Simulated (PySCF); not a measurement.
# C2H6OSi2: geometry, spin-spin couplings

Aim: predict the spin-spin couplings of C2H6OSi2 (`C1=C[SiH2]O[SiH2]1`).

Computed with PySCF 2.14.0, with density-fitted response routines of our own, on a single molecule in the gas phase. Atoms are numbered from 0 throughout.

### Step 1. Starting geometry

11 atoms, charge 0, multiplicity 1; geometry from: GFN2-xTB. The atoms were then displaced at random by about 0.01 Å, so the start is not that level's minimum.

Bonds of the start (Å): C0–C1 1.32, C1–Si2 1.88, Si2–O3 1.60, O3–Si4 1.67, Si4–C0 1.88, C0–H5 1.12, C1–H6 1.09, Si2–H7 1.47, Si2–H8 1.49, Si4–H9 1.44, Si4–H10 1.48.

### Step 2. Optimising the geometry at PBE0-D3(BJ)/def2-SVP

What the job is given:

```
{"job": {"xc": "PBE0", "basis": "def2-SVP", "d3": "d3bj", "grid": 1, "shake": 0.01, "kind": "geom"}, "charge": 0, "multiplicity": 1}
C     -0.815770     0.957930     0.275990
C      0.419540     1.243210    -0.076480
Si     1.428440    -0.304320    -0.432260
O      0.290150    -1.389930    -0.134600
Si    -1.235110    -0.870560     0.302700
H     -1.548510     1.773540     0.500040
H      0.811140     2.258260    -0.142920
H      1.866680    -0.450980    -1.822590
H      2.512570    -0.545040     0.560810
H     -2.177970    -1.302660    -0.701100
H     -1.513050    -1.395290     1.654740
```

On the command line:

```bash
$ OMP_NUM_THREADS=1 python probes_run.py task.json out
```

One launch serves the whole session: the jobs run in the order shown.

**Question.** This job is followed by: B3LYP/6-31G* indirect spin-spin coupling, non-relativistic, gas phase. What will the session give for the following? point group; rotational constants (main isotopes); largest coupling of the table (B3LYP/6-31G*).

As calculated:

| quantity | value |
| --- | --- |
| point group | C2v |
| rotational constants (main isotopes) | 5.28, 3.32, 2.14 GHz |
| largest coupling of the table (B3LYP/6-31G*) | 1J(Si,H) Si2–H7, -199.5 Hz (mean over like pairs) |

What this shows: The start of the PBE0/def2-SVP relaxation was shaken at random by about 0.01 Å, so part of the energy gained, and of the first lengths quoted, undoes that. The optimisation took 5 steps and gained 0.265 eV; among the close pairs (by a distance rule), Si2–O3 changed most, from 1.601 to 1.677 Å. No frequency check was run at this level, so the end point may be a saddle. Of the pairs tabulated at B3LYP/6-31G*, Si2–H7 (mean over like pairs) couples most strongly (-199.5 Hz; Fermi contact -199.8 Hz). Couplings across rotatable bonds belong to this one conformer; where others are populated, the observed values are averages. Couplings from bases without tight functions are rough.
